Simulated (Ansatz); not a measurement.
Runs of Ansatz 0.2.0 on HfIn4SiO6. The structure is trigonal, space group P312 (No. 149). The conventional cell has a = 5.277 Å, b = 5.277 Å, c = 10.559 Å, α = 90.00°, β = 90.00°, γ = 120.00°. Hf (site symmetry 32) is surrounded by 6 O at 2.10 Å. In (site symmetry 3) has 3 O at 2.62 Å as nearest neighbours. Around In (site symmetry 3) lie 3 O at 2.32 Å. Si (site symmetry 32) has 6 O at 1.83 Å as nearest neighbours. O (site symmetry 1) is surrounded by 1 Si at 1.83 Å and 1 Hf at 2.10 Å. The cell was built by a generator and needn't be a form met in nature.

| task | level | potentials or basis | U | cell | k mesh | cutoff (eV) | hubbard projectors | double counting | gap on the mesh (eV) | pressure (GPa) | relaxed volume (Å³/atom) | largest force (eV/Å) |
| --- | --- | --- | --- | --- | --- | --- | --- | --- | --- | --- | --- | --- |
| single point | PBE | SPMS NC | - | as given | 6 × 6 × 3 | 1034 | - | - | none | (c) | - | 0.11 |
| relaxation of cell and atoms | PBE+D3(BJ)+ATM | Ansatz PAW | - | relaxed | 4 × 4 × 2 | 420 | - | - | none | 0.0 | 19.82 | - |
| projected density of states | PBE+U | Ansatz PAW | Hf d U = 8 eV | as given | 6 × 6 × 3 | 420 | ortho-atomic (the default) | fll (the default) | none | (a) | - | 0.56 |
| phonons | PBE | Ansatz PAW | - | as given | 4 × 4 × 2 | 420 | - | - | (b) | - | - | - |
| relaxation of cell and atoms | RPBE | Ansatz PAW | - | relaxed | 4 × 4 × 2 | 420 | - | - | 0.78 | 0.0 | 24.30 | - |

Alike in all rows: no spin polarisation; smearing fermi-dirac 0.05 eV.

Task: Fill in the values left out.

Result: (a) 1.5; (b) 0.35; (c) -0.3.

Caveats: the plane-wave basis is chosen anew once the cell has moved, so the energies of steps on either side of that aren't comparable (some runs); spin-orbit coupling is left out, which moves the levels of the heavy elements (some runs); pairwise dispersion overbinds metals, which lowers pressure and volume (some runs); U without spin polarisation on a metal has little footing (some runs); the density of states is complete only up to the lowest level of the last band computed (some runs); the potentials were made for another functional, which shifts forces and pressure (some runs); the PAW data sets come from PBE, with cores solved anew for the run's functional, which leaves a small shift of forces and pressure (some runs).

A k mesh can miss the band edges, and the runs leave out spin-orbit coupling on Hf, In.

A gap of «none» marks a metal or a gap under the smearing width.

Not every run made on this cell is shown here.
